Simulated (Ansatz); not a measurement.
# GaHO (triplet): the correlation ladder, cc-pVDZ

How much of the correlation energy of GaHO (triplet) does each wave-function method recover here?

Method: cc-pVDZ, core rule «outside noble gas», up to 15 orbitals frozen; program: Ansatz 0.2.0, Gaussian basis.

The runs, in order: UHF; CCSD(T) on ROHF; CCSD(T) on UHF; BCCD(T) on ROHF; CISD; CCSDT(Q) on ROHF; CCSDT(Q) on UHF; CCSDTQ on ROHF; CCSDTQ on UHF.

18 further runs of the same task are left out: 12 for a known fault of the program, 6 set aside as unsound or not needed.

## 1. The system

The geometry is a PBE0/def2-TZVP stationary point (not a proven minimum). No spin-orbit coupling is included. The filled d shell of Ga may be among the frozen orbitals whatever the setting's name suggests; the logs give the count.

3 atoms, charge 0, spin multiplicity 3.

Atoms are counted from 1 here; the program's logs count them from 0.

Bond lengths: O1–Ga2 1.837 Å, Ga2–H3 1.606 Å. Angles: O1–Ga2–H3 111.2°.

Coordinates:

```xyz
3
GaHO
O     0.0000    0.0862    1.5022
Ga    0.0000   -0.0402   -0.3301
H     0.0000    1.4138   -1.0117
```

## 2. UHF

File in.yaml:

```yaml
crystal:
  periodic: [false, false, false]
  atoms:
    - {symbol: O, position_ang: [0.000000, 0.086163, 1.502239]}
    - {symbol: Ga, position_ang: [0.000000, -0.040211, -0.330094]}
    - {symbol: H, position_ang: [0.000000, 1.413842, -1.011723]}
basis:
  gaussian: {orbitals: cc-pVDZ}
magnetization: {spin_polarized: true, initial_magnetization: 2}
hamiltonian: {xc: hf}
output: {orbitals: {seedname: orbitals}}
```

Started as:

```sh
$ ansatz run in.yaml --threads 1 --pin off --events-out ev --progress --plain --max-ram 4096MiB --backend cpu
```

Further steps of the session: CCSD(T) on ROHF; CCSD(T) on UHF; BCCD(T) on ROHF; CISD; CCSDT(Q) on ROHF; CCSDT(Q) on UHF; CCSDTQ on ROHF; CCSDTQ on UHF.

Q: Predict the results of all the runs planned. Wanted: UCCSDTQ below the RHF energy; RMP2 from UCCSDTQ; UMP2 from UCCSDTQ; RCCSD from UCCSDTQ; RCCSD(T) from UCCSDTQ; UCCSD(T) from UCCSDTQ; RCCSDT(Q) from UCCSDTQ; UCCSDT(Q) from UCCSDTQ; T1 diagnostic.

As calculated:

| quantity | value |
| --- | --- |
| UCCSDTQ below the RHF energy | -6.0783 eV |
| RMP2 from UCCSDTQ | +78.1 kJ/mol |
| UMP2 from UCCSDTQ | +76.6 kJ/mol |
| RCCSD from UCCSDTQ | +17.2 kJ/mol |
| RCCSD(T) from UCCSDTQ | +4.6 kJ/mol |
| UCCSD(T) from UCCSDTQ | +4.0 kJ/mol |
| RCCSDT(Q) from UCCSDTQ | +0.8 kJ/mol |
| UCCSDT(Q) from UCCSDTQ | -0.2 kJ/mol |
| levels within 1 kcal/mol (43 meV) | UCCSD(T), RCCSDT, UCCSDT, RCCSDT(Q), UCCSDT(Q), RCCSDTQ |
| T1 diagnostic | 0.031 |

**Reading.** RCCSD(T) misses by +4.6 kJ/mol, 0.8 % of the correlation energy. These misses are within one basis, not against nature; the frozen cores of restricted and unrestricted runs differ, which can shift their rows.
